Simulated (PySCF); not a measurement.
# C5H10AlN: magnetic properties

What do calculations give for the magnetic properties of C5H10AlN (`CC#[C][AlH][N](C)C`)?

Programs: PySCF 2.14.0, with routines of our own; each step states its level. All values are computed. Atoms count from 0.

## Step 1: The starting structure

17 atoms, charge 0, multiplicity 1; geometry from: GFN2-xTB.

## Step 2: Magnetic properties: GIAO CAM-B3LYP/pcSseg-1

The job: settings as JSON, then the geometry in Å.

```
{"job": {"kind": "mag", "xc": "CAM-B3LYP", "basis": "pcSseg-1", "isotopologues": 2}, "charge": 0, "multiplicity": 1}
C      4.174461     0.319266     0.604320
C      2.803186    -0.013399     0.279559
C      1.650406    -0.290702     0.009996
Al    -0.135614    -0.786215    -0.547484
N     -1.669478    -0.131630     0.136599
C     -2.957642    -0.523722    -0.407282
C     -1.786989     0.799646     1.239954
H      4.588727    -0.421016     1.289251
H      4.221137     1.301121     1.076347
H      4.776894     0.334220    -0.304385
H     -0.357996    -1.816496    -1.666424
H     -3.508170     0.341595    -0.797696
H     -2.787888    -1.229912    -1.225349
H     -3.581178    -1.009761     0.353307
H     -0.787270     1.048214     1.600016
H     -2.288274     1.725581     0.930637
H     -2.361309     0.365240     2.068185
```

Method: GIAO CAM-B3LYP/pcSseg-1 magnetisability, rotational g tensor and spin-rotation constants, non-relativistic, gas phase.

Launch:

```bash
$ OMP_NUM_THREADS=1 python excited_run.py task.json out
```

This one command runs all jobs of the session in turn.

Log:

```text
coarse grid: 14320 points
cycle   1  E = -493.4175867567  dE =  6.223e-01  |g| = 4.845e-01  |ddm| = 3.817e+00
cycle   2  E = -493.4118369330  dE =  5.750e-03  |g| = 5.472e-01  |ddm| = 9.937e-01
cycle   3  E = -493.4779799859  dE = -6.614e-02  |g| = 9.788e-02  |ddm| = 4.432e-01
cycle   4  E = -493.4799741832  dE = -1.994e-03  |g| = 4.015e-02  |ddm| = 9.580e-02
cycle   5  E = -493.4803381425  dE = -3.640e-04  |g| = 1.543e-02  |ddm| = 4.455e-02
cycle   6  E = -493.4803903567  dE = -5.221e-05  |g| = 3.384e-03  |ddm| = 1.342e-02
cycle   7  E = -493.4803933798  dE = -3.023e-06  |g| = 5.886e-04  |ddm| = 3.717e-03
final grid: 132648 points
cycle   8  E = -493.5346235859  dE = -2.332e-05  |g| = 3.929e-03  |ddm| = 1.962e-02
cycle   9  E = -493.5346242605  dE = -6.746e-07  |g| = 3.581e-03  |ddm| = 5.914e-03
cycle  10  E = -493.5346273230  dE = -3.062e-06  |g| = 5.615e-04  |ddm| = 2.635e-03
cycle  11  E = -493.5346273867  dE = -6.372e-08  |g| = 1.732e-04  |ddm| = 4.584e-04
cycle  12  E = -493.5346273927  dE = -6.040e-09  |g| = 6.317e-05  |ddm| = 1.435e-04
cycle  13  E = -493.5346273936  dE = -8.923e-10  |g| = 1.810e-05  |ddm| = 5.391e-05
converged SCF energy = -493.5346273936

Magnetisability tensor (1e-30 J/T^2)
    -1348.84      -41.40      -40.30
      -41.40    -1216.80      -10.49
      -40.30      -10.49    -1216.64
isotropic -1260.76   principal values   -1371.91  -1206.25  -1204.12
isotropic susceptibility -75.925 1e-6 cm^3/mol

Inertial axes            a          b          c
rot. const./GHz      5.9563     0.8008     0.7157
chi total           -81.704    -73.423    -72.647
chi diamagnetic    -327.196  -1656.304  -1853.635
chi paramagnetic    245.492   1582.881   1780.988
quadrupole/D A       10.787     -7.922     -2.864
g nuclear            0.6582     0.5927     0.5950
g electronic        -0.6869    -0.5955    -0.5988
g total             -0.0287    -0.0028    -0.0038

Spin-rotation constants (kHz, H = +C I.J)
atom  isotope        aa         bb         cc
  3   27Al        3.881      0.506      0.474
  4    14N        0.439      0.063      0.025
  7     1H       -0.545     -0.086      0.004
  8     1H       -0.664      0.003     -0.062
  9     1H       -0.454     -0.042     -0.046
 10     1H       -0.450      0.019     -0.057
 11     1H       -0.444     -0.068     -0.009
 12     1H       -0.564      0.036     -0.076
 13     1H       -0.382     -0.070     -0.015
 14     1H        0.188     -0.066     -0.075
 15     1H       -0.423     -0.069     -0.009
 16     1H       -0.364     -0.073     -0.013
  0    13C*       0.684      0.102      0.091
  1    13C*       0.288      0.326      0.307
  2    13C*       0.313      0.281      0.268
  5    13C*       0.913      0.160      0.137
* in the singly substituted isotopologue

Isotopologues: g along a, b, c
2H    at 7,8,9,10,11,12    -0.0219    -0.0024    -0.0032
13C   at 0                 -0.0286    -0.0028    -0.0037
```

Run time: 36 s. Hardware: 1 thread of Arm Neoverse V1, shared host; peak memory 0.95 GiB.

From this job:

```csv
quantity,value
magnetisability,-1261·10⁻³⁰ J/T²
molar susceptibility,-75.9·10⁻⁶ cm³/mol
"rotational g (a, b, c)","-0.0287, -0.0028, -0.0038"
```

## Step 3: Magnetic properties: GIAO OPBE/STO-3G

The job, as its differences from that of step 2:

```diff
@@ -1,4 +1,4 @@
-{"job": {"kind": "mag", "xc": "CAM-B3LYP", "basis": "pcSseg-1", "isotopologues": 2}, "charge": 0, "multiplicity": 1}
+{"job": {"kind": "mag", "xc": "OPBE", "basis": "STO-3G", "scf": {"damp": 2.0, "max_cycle": 84}}, "charge": 0, "multiplicity": 1}
 C      4.174461     0.319266     0.604320
-C      2.803186    -0.013399     0.279559
+C      3.488824     0.152934     0.441940
 C      1.650406    -0.290702     0.009996
```

Method: GIAO OPBE/STO-3G magnetisability, rotational g tensor and spin-rotation constants, non-relativistic, gas phase.

Log:

```text
damping 2.00 in the first 6 cycles
final grid: 132648 points
cycle   1  E = -484.8757712872  dE =  2.959e+00  |g| = 1.015e+00  |ddm| = 5.680e+00
cycle   2  E = -482.0476936324  dE =  2.828e+00  |g| = 2.332e+00  |ddm| = 3.244e+00
cycle   3  E = -463.0618614366  dE =  1.899e+01  |g| = 3.416e+00  |ddm| = 8.988e+00
cycle   4  E = -436.3286748686  dE =  2.673e+01  |g| = 3.398e+00  |ddm| = 8.244e+00
cycle   5  E = -348.5538579510  dE =  8.777e+01  |g| = 2.338e+00  |ddm| = 8.305e+00
cycle   6  E = -406.5696259952  dE = -5.802e+01  |g| = 6.525e+00  |ddm| = 2.157e+02
cycle   7  E = -418.8616354138  dE = -1.229e+01  |g| = 3.361e+00  |ddm| = 2.156e+02
cycle   8  E = -403.9358087045  dE =  1.493e+01  |g| = 3.373e+00  |ddm| = 2.155e+02
cycle   9  E = -465.2117983422  dE = -6.128e+01  |g| = 3.083e+00  |ddm| = 2.151e+02
cycle  10  E = -483.4953701007  dE = -1.828e+01  |g| = 1.750e+00  |ddm| = 1.226e+01
cycle  11  E = -482.9511935026  dE =  5.442e-01  |g| = 1.396e+00  |ddm| = 6.119e+00
cycle  12  E = -483.2798374915  dE = -3.286e-01  |g| = 1.961e+00  |ddm| = 5.345e+00
cycle  13  E = -483.3221791616  dE = -4.234e-02  |g| = 1.669e+00  |ddm| = 4.355e+00
cycle  14  E = -483.4682474902  dE = -1.461e-01  |g| = 1.651e+00  |ddm| = 4.358e+00
cycle  15  E = -483.5784948459  dE = -1.102e-01  |g| = 1.635e+00  |ddm| = 3.059e-01
cycle  16  E = -483.8145010887  dE = -2.360e-01  |g| = 1.451e+00  |ddm| = 4.138e+00
cycle  17  E = -484.0515973685  dE = -2.371e-01  |g| = 1.451e+00  |ddm| = 8.975e-01
cycle  18  E = -483.9918999631  dE =  5.970e-02  |g| = 1.462e+00  |ddm| = 3.739e-01
cycle  19  E = -483.9682752853  dE =  2.362e-02  |g| = 1.474e+00  |ddm| = 4.973e-02
cycle  20  E = -482.7878485312  dE =  1.180e+00  |g| = 1.582e+00  |ddm| = 5.821e+00
cycle  21  E = -484.2518124165  dE = -1.464e+00  |g| = 1.318e+00  |ddm| = 5.637e+00
cycle  22  E = -484.3381947983  dE = -8.638e-02  |g| = 1.304e+00  |ddm| = 2.488e-01
cycle  23  E = -484.3219997980  dE =  1.620e-02  |g| = 1.317e+00  |ddm| = 4.772e-02
cycle  24  E = -484.2510190298  dE =  7.098e-02  |g| = 1.420e+00  |ddm| = 7.715e-01
cycle  25  E = -484.0737166100  dE =  1.773e-01  |g| = 1.464e+00  |ddm| = 4.424e-01
cycle  26  E = -484.1513428582  dE = -7.763e-02  |g| = 1.445e+00  |ddm| = 2.217e-01
cycle  27  E = -484.1082742967  dE =  4.307e-02  |g| = 1.448e+00  |ddm| = 1.169e-01
cycle  28  E = -484.1598106573  dE = -5.154e-02  |g| = 1.429e+00  |ddm| = 1.198e-01
cycle  29  E = -478.3680206326  dE =  5.792e+00  |g| = 2.133e+00  |ddm| = 9.616e+00
cycle  30  E = -484.3278304702  dE = -5.960e+00  |g| = 1.306e+00  |ddm| = 9.708e+00
cycle  31  E = -484.2853530304  dE =  4.248e-02  |g| = 1.259e+00  |ddm| = 4.432e-01
cycle  32  E = -484.3247184286  dE = -3.937e-02  |g| = 1.291e+00  |ddm| = 4.599e-01
cycle  33  E = -484.3061301658  dE =  1.859e-02  |g| = 1.285e+00  |ddm| = 1.577e-01
cycle  34  E = -484.1789237825  dE =  1.272e-01  |g| = 1.346e+00  |ddm| = 3.212e-01
cycle  35  E = -484.1896508547  dE = -1.073e-02  |g| = 1.338e+00  |ddm| = 3.007e-02
cycle  36  E = -484.2463624552  dE = -5.671e-02  |g| = 1.315e+00  |ddm| = 1.592e-01
cycle  37  E = -484.2002875590  dE =  4.607e-02  |g| = 1.360e+00  |ddm| = 2.764e-01
cycle  38  E = -477.9055885700  dE =  6.295e+00  |g| = 2.379e+00  |ddm| = 9.749e+00
cycle  39  E = -484.2762585403  dE = -6.371e+00  |g| = 1.346e+00  |ddm| = 9.699e+00
cycle  40  E = -484.2925414168  dE = -1.628e-02  |g| = 1.336e+00  |ddm| = 8.430e-02
cycle  41  E = -484.2179686429  dE =  7.457e-02  |g| = 1.343e+00  |ddm| = 3.147e-01
cycle  42  E = -484.3211072680  dE = -1.031e-01  |g| = 1.325e+00  |ddm| = 3.372e-01
cycle  43  E = -484.3494952202  dE = -2.839e-02  |g| = 1.291e+00  |ddm| = 3.837e-01
cycle  44  E = -484.2084501882  dE =  1.410e-01  |g| = 1.334e+00  |ddm| = 4.529e-01
cycle  45  E = -484.3471319880  dE = -1.387e-01  |g| = 1.261e+00  |ddm| = 4.674e-01
cycle  46  E = -484.2584783285  dE =  8.865e-02  |g| = 1.328e+00  |ddm| = 4.520e-01
cycle  47  E = -469.6809107659  dE =  1.458e+01  |g| = 3.257e+00  |ddm| = 1.222e+01
cycle  48  E = -484.7385104303  dE = -1.506e+01  |g| = 1.133e+00  |ddm| = 1.202e+01
cycle  49  E = -484.8802548890  dE = -1.417e-01  |g| = 1.052e+00  |ddm| = 2.339e+00
cycle  50  E = -485.1221213651  dE = -2.419e-01  |g| = 7.785e-01  |ddm| = 9.994e-01
cycle  51  E = -484.6888070901  dE =  4.333e-01  |g| = 1.165e+00  |ddm| = 1.716e+00
cycle  52  E = -485.1829699759  dE = -4.942e-01  |g| = 5.686e-01  |ddm| = 2.923e+00
cycle  53  E = -485.0664689851  dE =  1.165e-01  |g| = 8.605e-01  |ddm| = 2.670e+00
cycle  54  E = -485.2862051855  dE = -2.197e-01  |g| = 4.395e-01  |ddm| = 8.022e-01
cycle  55  E = -485.2636945606  dE =  2.251e-02  |g| = 5.362e-01  |ddm| = 5.260e-01
cycle  56  E = -485.2421242055  dE =  2.157e-02  |g| = 5.894e-01  |ddm| = 8.673e-02
cycle  57  E = -485.3490679936  dE = -1.069e-01  |g| = 1.682e-01  |ddm| = 6.197e-01
cycle  58  E = -485.3534191988  dE = -4.351e-03  |g| = 1.270e-01  |ddm| = 1.308e-01
cycle  59  E = -485.3580305272  dE = -4.611e-03  |g| = 3.687e-02  |ddm| = 2.286e-01
cycle  60  E = -485.3584619748  dE = -4.314e-04  |g| = 5.877e-03  |ddm| = 5.775e-02
cycle  61  E = -485.3584723869  dE = -1.041e-05  |g| = 2.693e-03  |ddm| = 1.865e-02
cycle  62  E = -485.3584750700  dE = -2.683e-06  |g| = 6.345e-04  |ddm| = 7.641e-03
cycle  63  E = -485.3584751203  dE = -5.026e-08  |g| = 4.912e-04  |ddm| = 1.766e-03
cycle  64  E = -485.3584751835  dE = -6.322e-08  |g| = 2.197e-04  |ddm| = 5.503e-04
cycle  65  E = -485.3584751983  dE = -1.476e-08  |g| = 2.548e-05  |ddm| = 2.676e-04
cycle  66  E = -485.3584751985  dE = -1.603e-10  |g| = 8.880e-06  |ddm| = 6.293e-05
converged SCF energy = -485.3584751985

Magnetisability tensor (1e-30 J/T^2)
    -1049.71      -39.60      -30.75
      -39.60     -899.05      -26.98
      -30.75      -26.98     -900.17
isotropic -949.65   principal values   -1067.47   -909.19   -872.28
isotropic susceptibility -57.189 1e-6 cm^3/mol

Inertial axes            a          b          c
rot. const./GHz      5.9263     0.7419     0.6680
chi total           -63.673    -55.334    -52.560
chi diamagnetic    -314.683  -1756.953  -1954.924
chi paramagnetic    251.009   1701.618   1902.364
quadrupole/D A        3.455     -4.369      0.914
g nuclear            0.6564     0.5865     0.5892
g electronic        -0.6988    -0.5931    -0.5970
g total             -0.0425    -0.0066    -0.0078

Spin-rotation constants (kHz, H = +C I.J)
atom  isotope        aa         bb         cc
  3   27Al        3.733      0.305      0.279
  4    14N        0.162      0.012      0.007
  7     1H       -0.405     -0.065      0.038
  8     1H       -0.469      0.031     -0.040
  9     1H       -0.325     -0.006     -0.022
 10     1H       -0.401      0.012     -0.050
 11     1H       -0.457     -0.071     -0.014
 12     1H       -0.578      0.011     -0.072
 13     1H       -0.404     -0.073     -0.019
 14     1H        0.044     -0.068     -0.074
 15     1H       -0.485     -0.067     -0.015
 16     1H       -0.433     -0.070     -0.018
  0    13C*      -0.144      0.072      0.073
  1    13C*      -2.016      0.448      0.486
  2    13C*       5.585      0.444      0.401
  5    13C*       0.452      0.080      0.072
* in the singly substituted isotopologue
```

Run time: 29 s. Hardware: 1 thread of Arm Neoverse V1, shared host; peak memory 0.52 GiB.

It converged, yet the result is unsound: one atom of the first bond was moved so that the bond is 0.5 times as long; the basis STO-3G is minimal.

## Step 4: Results

| quantity | value |
| --- | --- |
| magnetisability (step 2, GIAO CAM-B3LYP/pcSseg-1) | -1261·10⁻³⁰ J/T² |
| molar susceptibility (step 2, GIAO CAM-B3LYP/pcSseg-1) | -75.9·10⁻⁶ cm³/mol |
| rotational g (a, b, c) (step 2, GIAO CAM-B3LYP/pcSseg-1) | -0.0287, -0.0028, -0.0038 |
| runs | 0 failed, 1 ended on unsound input |

What this shows: The geometry comes from tight binding, which is rough for metal atoms, and these values hang on it. Vibrational averaging and real surroundings are missing from these values.
